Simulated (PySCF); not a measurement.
# C3H15AsOSi3: NMR shifts in solvents

Aim: compute the NMR shifts of C3H15AsOSi3 (`CC(C)O[SiH2][As]([SiH3])[SiH3]`), and see what a dielectric continuum does where one was used.

Programs: PySCF 2.14.0, with density-fitted response routines of our own. Each step states its level of theory. These are calculated values for one molecule, in the gas phase or a continuum, unless marked as measured. Atoms are numbered from 0 throughout.

## Step 1: Starting geometry

23 atoms, charge 0, multiplicity 1; geometry from: GFN2-xTB. The atoms were then displaced at random by about 0.01 Å, so the start is not that level's minimum.

Bonds of the start (Å): C0–C1 1.53, C1–C2 1.54, C1–O3 1.44, O3–Si4 1.60, Si4–As5 2.30, As5–Si6 2.33, As5–Si7 2.32, C0–H8 1.05, C0–H9 1.10, C0–H10 1.11, C1–H11 1.09, C2–H12 1.09, C2–H13 1.08, C2–H14 1.09, Si4–H15 1.47, Si4–H16 1.46, Si6–H17 1.46, Si6–H18 1.48, Si6–H19 1.45, Si7–H20 1.44, Si7–H21 1.46, Si7–H22 1.46.

## Step 2: Geometry optimisation at PBE0-D3(BJ)/def2-SVP

What the job is given:

```
{"job": {"xc": "PBE0", "basis": "def2-SVP", "d3": "d3bj", "grid": 1, "shake": 0.01, "kind": "geom"}, "charge": 0, "multiplicity": 1}
C     -2.474800    -0.690050     1.037410
C     -2.201620    -0.134150    -0.364650
C     -3.088440     1.072640    -0.707700
O     -0.818580     0.266720    -0.444370
Si     0.415910    -0.648910    -0.889460
As     2.030290     0.981740    -0.677780
Si     3.818100    -0.459590    -1.060980
Si     2.177060     1.024720     1.637860
H     -1.860050    -1.513520     1.265900
H     -2.299790     0.106350     1.781630
H     -3.544470    -0.972060     1.114850
H     -2.370350    -0.924120    -1.092400
H     -4.146140     0.804600    -0.700040
H     -2.825750     1.456640    -1.677390
H     -2.905830     1.853780     0.029900
H      0.517800    -1.846040    -0.037620
H      0.217860    -1.162110    -2.242570
H      3.768230    -0.939890    -2.441790
H      3.858270    -1.661650    -0.202270
H      5.064390     0.248040    -0.876120
H      3.397960     1.671860     2.052160
H      1.068040     1.776500     2.218360
H      2.149580    -0.287960     2.279900
```

On the command line:

```sh
> OMP_NUM_THREADS=1 python probes_run.py task.json out
```

The driver reads the jobs from task.json and runs them one after another.

Log:

```text
step   0  E = -3301.42792940  max force = 0.054643
step   1  E = -3301.44247916  max force = 0.004243
step   2  E = -3301.44296735  max force = 0.002067
step   3  E = -3301.44343086  max force = 0.002322
step   4  E = -3301.44357126  max force = 0.002521
step   5  E = -3301.44391542  max force = 0.001690
step   6  E = -3301.44442086  max force = 0.003172
step   7  E = -3301.44445933  max force = 0.003509
step   8  E = -3301.44493259  max force = 0.001897
step   9  E = -3301.44506517  max force = 0.000718
step  10  E = -3301.44512978  max force = 0.000634
step  11  E = -3301.44515121  max force = 0.000549
step  12  E = -3301.44517147  max force = 0.000821
step  13  E = -3301.44519781  max force = 0.000810
step  14  E = -3301.44519965  max force = 0.000484
step  15  E = -3301.44520776  max force = 0.000200
optimisation converged
```

Run time: 9.4 min. Hardware: 1 thread of Arm Neoverse V1, shared host; peak memory 1 GiB.

Relaxation path:

```
step  energy from step 0 (eV)  largest force component (eV/Å)
   0                   0.0000                          2.8099
   1                  -0.3959                          0.2182
   2                  -0.4092                          0.1063
   3                  -0.4218                          0.1194
   4                  -0.4256                          0.1296
   5                  -0.4350                          0.0869
   6                  -0.4488                          0.1631
   7                  -0.4498                          0.1804
   8                  -0.4627                          0.0975
   9                  -0.4663                          0.0369
  10                  -0.4680                          0.0326
  11                  -0.4686                          0.0282
  12                  -0.4692                          0.0422
  13                  -0.4699                          0.0417
  14                  -0.4699                          0.0249
  15                  -0.4702                          0.0103
```

Distances of close pairs at the start and the end, largest changes first:

```
   bond  before (Å)  after (Å)  change (Å)
 O3–Si4       1.600      1.666      +0.066
Si7–H20       1.443      1.497      +0.054
As5–Si7       2.321      2.371      +0.050
Si4–As5       2.304      2.354      +0.050
Si6–H19       1.445      1.494      +0.049
  C0–H8       1.053      1.101      +0.048
Si4–H16       1.461      1.497      +0.036
As5–Si6       2.328      2.364      +0.036
```

The final coordinates are the input of the step that follows.

```
                         at the end point                value
  point group (found at 0.08 Å tolerance)                   C1
rotational constants (GHz, main isotopes)  1.423, 0.454, 0.424
                        dipole moment (D)                 2.06
```

## Step 3: NMR shieldings: PBE0/pcSseg-1 in dichloromethane

What the job is given:

```
{"job": {"kind": "nmr", "xc": "PBE0", "basis": "pcSseg-1", "solvent": "dichloromethane", "pop": true}, "charge": 0, "multiplicity": 1}
C     -2.131829    -1.221614     0.863756
C     -2.082081    -0.175733    -0.235569
C     -2.883061     1.065867     0.099185
O     -0.741063     0.234385    -0.460932
Si     0.425001    -0.544160    -1.361298
As     2.236849     0.957607    -1.302784
Si     3.773133    -0.684153    -0.572884
Si     1.670675     1.637664     0.896772
H     -1.541510    -2.111149     0.596452
H     -1.721661    -0.806238     1.797316
H     -3.167140    -1.543797     1.051457
H     -2.484163    -0.616681    -1.170033
H     -3.944852     0.822045     0.251420
H     -2.803185     1.802631    -0.712845
H     -2.492391     1.527440     1.019238
H      0.779707    -1.882973    -0.784383
H     -0.061529    -0.763441    -2.759476
H      3.949386    -1.685265    -1.669337
H      3.319424    -1.398779     0.660740
H      5.086928    -0.028002    -0.299615
H      2.903241     2.259317     1.475623
H      0.596715     2.668514     0.833844
H      1.259183     0.507935     1.783190
```

With the program's defaults for keys left out, this is: GIAO PBE0/pcSseg-1 NMR shielding, non-relativistic, IEF-PCM dichloromethane.

Log:

```text
coarse grid: 84368 points
cycle   1  E = -3301.7203646331  dE = -5.259e-01  |g| = 9.506e-01  |ddm| = 4.266e+00
cycle   2  E = -3301.5818572957  dE =  1.385e-01  |g| = 1.185e+00  |ddm| = 1.644e+00
cycle   3  E = -3301.8137923013  dE = -2.319e-01  |g| = 2.721e-01  |ddm| = 1.313e+00
cycle   4  E = -3301.8261131022  dE = -1.232e-02  |g| = 5.200e-02  |ddm| = 2.210e-01
cycle   5  E = -3301.8265404658  dE = -4.274e-04  |g| = 1.209e-02  |ddm| = 4.589e-02
cycle   6  E = -3301.8265754575  dE = -3.499e-05  |g| = 2.224e-03  |ddm| = 1.408e-02
cycle   7  E = -3301.8265767691  dE = -1.312e-06  |g| = 8.311e-04  |ddm| = 3.565e-03
final grid: 174264 points
cycle   8  E = -3301.8266120313  dE = -8.581e-08  |g| = 1.027e-03  |ddm| = 3.162e-03
cycle   9  E = -3301.8266119318  dE =  9.945e-08  |g| = 1.259e-03  |ddm| = 1.994e-03
cycle  10  E = -3301.8266122569  dE = -3.250e-07  |g| = 7.863e-05  |ddm| = 1.113e-03
cycle  11  E = -3301.8266122580  dE = -1.104e-09  |g| = 1.570e-05  |ddm| = 6.901e-05
cycle  12  E = -3301.8266122580  dE = -4.184e-11  |g| = 6.398e-06  |ddm| = 2.189e-05
converged SCF energy = -3301.8266122580

GIAO shielding tensors (ppm)
atom      isotropic    diamagn.    paramagn.     s11        s22        s33       span
  0 C      160.722     249.241     -88.518    144.373    154.611    183.183     38.810
  1 C      113.509     238.517    -125.008     83.361     98.356    158.811     75.450
  2 C      158.094     247.611     -89.517    139.221    150.539    184.523     45.303
  3 O      267.297     404.926    -137.629    231.950    265.655    304.285     72.335
  4 Si     351.708     882.111    -530.403    286.482    351.396    417.246    130.764
  5 As    2159.698    2885.411    -725.713   1951.764   2244.660   2282.670    330.906
  6 Si     418.610     879.693    -461.084    372.947    419.097    463.785     90.838
  7 Si     419.261     880.977    -461.716    381.244    417.791    458.748     77.505
  8 H       29.666      31.229      -1.563     25.024     29.296     34.678      9.655
  9 H       30.194      31.486      -1.292     27.209     29.286     34.087      6.878
 10 H       30.186      28.671       1.515     25.713     27.506     37.340     11.626
 11 H       27.350      30.123      -2.773     23.927     26.532     31.591      7.664
 12 H       30.180      27.648       2.532     25.719     27.472     37.349     11.631
 13 H       29.831      29.641       0.190     25.811     28.258     35.423      9.612
 14 H       30.041      30.554      -0.513     26.889     29.411     33.824      6.935
 15 H       25.943      31.910      -5.967     21.070     26.764     29.995      8.925
 16 H       25.842      30.356      -4.513     21.656     24.492     31.379      9.722
 17 H       27.227      28.308      -1.081     23.139     24.450     34.092     10.953
 18 H       27.309      28.845      -1.536     23.115     26.088     32.723      9.609
 19 H       27.112      28.179      -1.067     22.886     24.316     34.133     11.247
 20 H       27.196      29.652      -2.456     22.916     24.711     33.963     11.048
 21 H       27.122      30.476      -3.354     23.091     25.105     33.170     10.080
 22 H       27.200      31.214      -4.015     23.687     25.877     32.036      8.349
```

It took 76 s on 1 thread of Arm Neoverse V1, shared host; peak memory 1.4 GiB.

Shifts follow as δ = σ(reference) − σ, with reference shieldings (ppm) from runs at the same level and on the same kind of geometry: ¹H TMS 31.24, ¹³C TMS 185.3, ²⁹Si TMS 351.8, ¹⁷O H2O 342.0, ⁷⁵As AsH3 1915. The references are single molecules in the same continuum, so shifts against H2O, NH3, PH3, H3PO4 or CFCl3 are not on the usual liquid scales and can be off by tens of ppm. Shifts against hydride references such as AlH4− lie on their own scale. Atoms listed in one row are averaged.

```
                       atoms                            environment  σ (ppm)  δ (ppm)
                          C1                     sp3 CH bonded to O    113.5     71.8
                      C0, C2                          methyl carbon    159.4     25.9
                    H15, H16  hydrogen on a silicon bonded to As, O    25.89     5.35
H17, H18, H19, H20, H21, H22     hydrogen on a silicon bonded to As    27.19     4.05
                         H11      hydrogen on an sp3 CH bonded to O    27.35     3.89
  H8, H9, H10, H12, H13, H14            hydrogen on a methyl carbon    30.02     1.23
                          O3                 oxygen bonded to C, Si    267.3     74.8
                         Si4           silicon bonded to As, O, 2 H    351.7      0.1
                    Si6, Si7              silicon bonded to As, 3 H    418.9    -67.1
                         As5                 arsenic bonded to 3 Si     2160     -245
```

The run also stored atomic charges by several schemes (e):

```
   atoms  Mulliken    IAO  Hirshfeld  ESP fit
  C0, C2     -0.25  -0.42      -0.12    -0.57
      C1     -0.03   0.11       0.06     0.57
      O3     -0.67  -0.65      -0.21    -0.45
     Si4      0.82   0.78       0.32     0.60
     As5     -0.78  -0.27      -0.07    -0.35
Si6, Si7      0.40   0.38       0.23     0.34
```

Mayer bond orders: C0–C1 1.04, C1–C2 1.04, C1–O3 0.82, O3–Si4 0.92, Si4–As5 0.88, As5–Si6 0.90, As5–Si7 0.88.

## Step 4: Shielding tensors: PBE0/pcSseg-1 in methanol

Same as in step 3 but for these lines:

```diff
@@ -1,2 +1,2 @@
-{"job": {"kind": "nmr", "xc": "PBE0", "basis": "pcSseg-1", "solvent": "dichloromethane", "pop": true}, "charge": 0, "multiplicity": 1}
+{"job": {"kind": "nmr", "xc": "PBE0", "basis": "pcSseg-1", "solvent": "methanol", "pop": false}, "charge": 0, "multiplicity": 1}
 C     -2.131829    -1.221614     0.863756
```

Method: GIAO PBE0/pcSseg-1 NMR shielding, non-relativistic, IEF-PCM methanol.

Log:

```text
coarse grid: 84368 points
cycle   1  E = -3301.7214421182  dE = -5.269e-01  |g| = 9.495e-01  |ddm| = 4.266e+00
cycle   2  E = -3301.5868703284  dE =  1.346e-01  |g| = 1.177e+00  |ddm| = 1.623e+00
cycle   3  E = -3301.8145539656  dE = -2.277e-01  |g| = 2.692e-01  |ddm| = 1.292e+00
cycle   4  E = -3301.8265736540  dE = -1.202e-02  |g| = 5.176e-02  |ddm| = 2.169e-01
cycle   5  E = -3301.8269952556  dE = -4.216e-04  |g| = 1.189e-02  |ddm| = 4.552e-02
cycle   6  E = -3301.8270290057  dE = -3.375e-05  |g| = 2.145e-03  |ddm| = 1.397e-02
cycle   7  E = -3301.8270302369  dE = -1.231e-06  |g| = 8.178e-04  |ddm| = 3.476e-03
final grid: 174264 points
cycle   8  E = -3301.8270653253  dE = -9.148e-08  |g| = 1.005e-03  |ddm| = 3.125e-03
cycle   9  E = -3301.8270652355  dE =  8.977e-08  |g| = 1.222e-03  |ddm| = 1.902e-03
cycle  10  E = -3301.8270655370  dE = -3.014e-07  |g| = 7.653e-05  |ddm| = 1.060e-03
cycle  11  E = -3301.8270655380  dE = -1.049e-09  |g| = 1.515e-05  |ddm| = 6.673e-05
cycle  12  E = -3301.8270655380  dE = -3.183e-11  |g| = 6.318e-06  |ddm| = 2.186e-05
converged SCF energy = -3301.8270655380

GIAO shielding tensors (ppm)
atom      isotropic    diamagn.    paramagn.     s11        s22        s33       span
  0 C      160.810     249.323     -88.513    144.430    154.696    183.302     38.872
  1 C      113.515     238.526    -125.011     83.231     98.350    158.965     75.735
  2 C      158.156     247.760     -89.603    139.244    150.572    184.653     45.408
  3 O      267.406     404.950    -137.544    232.162    265.525    304.532     72.370
  4 Si     351.677     882.106    -530.429    286.893    351.204    416.935    130.042
  5 As    2159.957    2885.506    -725.550   1952.447   2244.799   2282.624    330.177
  6 Si     418.507     879.674    -461.167    372.925    418.902    463.693     90.769
  7 Si     419.259     880.988    -461.729    381.255    417.760    458.762     77.507
  8 H       29.654      31.226      -1.572     25.008     29.276     34.677      9.669
  9 H       30.212      31.510      -1.298     27.229     29.302     34.105      6.876
 10 H       30.158      28.644       1.514     25.676     27.468     37.332     11.656
 11 H       27.319      30.087      -2.768     23.894     26.495     31.567      7.673
 12 H       30.143      27.625       2.518     25.672     27.426     37.331     11.659
 13 H       29.850      29.675       0.175     25.837     28.269     35.445      9.608
 14 H       30.060      30.590      -0.530     26.919     29.422     33.838      6.919
 15 H       25.937      31.895      -5.958     21.066     26.749     29.995      8.930
 16 H       25.840      30.352      -4.513     21.653     24.486     31.380      9.727
 17 H       27.216      28.286      -1.071     23.123     24.440     34.084     10.961
 18 H       27.304      28.832      -1.528     23.106     26.086     32.721      9.615
 19 H       27.112      28.166      -1.055     22.882     24.319     34.134     11.252
 20 H       27.193      29.657      -2.464     22.910     24.707     33.963     11.053
 21 H       27.141      30.502      -3.362     23.113     25.121     33.188     10.076
 22 H       27.197      31.215      -4.018     23.688     25.869     32.035      8.347
```

Run time: 70 s. Hardware: 1 thread of Arm Neoverse V1, shared host; peak memory 1.4 GiB.

In short: δ C1 71.9, C0 26.0, O3 75.6, Si4 0.1, H15 5.35, H17 4.05 ppm (means over like atoms).

## Step 5: Comparing the runs: NMR shifts

Shifts (ppm) of some atoms, chosen among heavy atoms and hydrogens apart, means over like atoms, with basis size and wall time:

```
                             run    C1    C0   H17   H11    O3    Si6   As5  functions  time
PBE0/pcSseg-1 in dichloromethane  71.8  25.9  4.05  3.89  74.8  -67.1  -245        256  76 s
       PBE0/pcSseg-1 in methanol  71.9  26.0  4.05  3.92  75.6  -67.1  -244        256  70 s
```

The continuum's effect on the ground state:

```
        solvent      ε  polarisation energy (Eh)  μ (D)
dichloromethane   8.93                   -0.0029   2.57
       methanol  32.61                   -0.0035   2.67
```

## Step 6: Outcome

| quantity | value |
| --- | --- |
| point group | C1 |
| rotational constants (main isotopes) | 1.42, 0.45, 0.42 GHz |
| ¹³C shifts against TMS (PBE0/pcSseg-1, dichloromethane, means over atoms taken as alike) | 71.8, 25.9 ppm |
| ¹H shifts against TMS (PBE0/pcSseg-1, dichloromethane, means over atoms taken as alike) | 5.35, 4.05, 3.89, 1.23 ppm |
| ¹⁷O shifts against H2O (PBE0/pcSseg-1, dichloromethane) | 74.8 ppm |
| ²⁹Si shifts against TMS (PBE0/pcSseg-1, dichloromethane, means over atoms taken as alike) | 0.1, -67.1 ppm |
| ⁷⁵As shifts against AsH3 (PBE0/pcSseg-1, dichloromethane) | -245 ppm |
| range of the shift of O3 | 74.8 to 75.6 ppm |

In words: Relaxing lowered the energy by 0.470 eV in 15 steps; the close pair that moved most is O3–Si4, from 1.600 to 1.666 Å. The most deshielded carbon is C1 (sp3 CH bonded to O), at 71.8 ppm: deshielded by the electronegative neighbour. At PBE0/pcSseg-1: The widest tensor belongs to As5: span 331 ppm, with a paramagnetic part of -726 ppm. In ppm, O3 moves most: its shift spreads over 0.8 ppm, from 74.8 (PBE0/pcSseg-1 in dichloromethane) to 75.6 (PBE0/pcSseg-1 in methanol). Most of that comes from the computed reference, not from the atom's own shielding. The continuum holds electrostatics alone: no hydrogen bonds to the solvent, and the gas-phase geometry is kept. Spin-orbit coupling is left out, which matters for shieldings and couplings at and beside the heavy atoms.
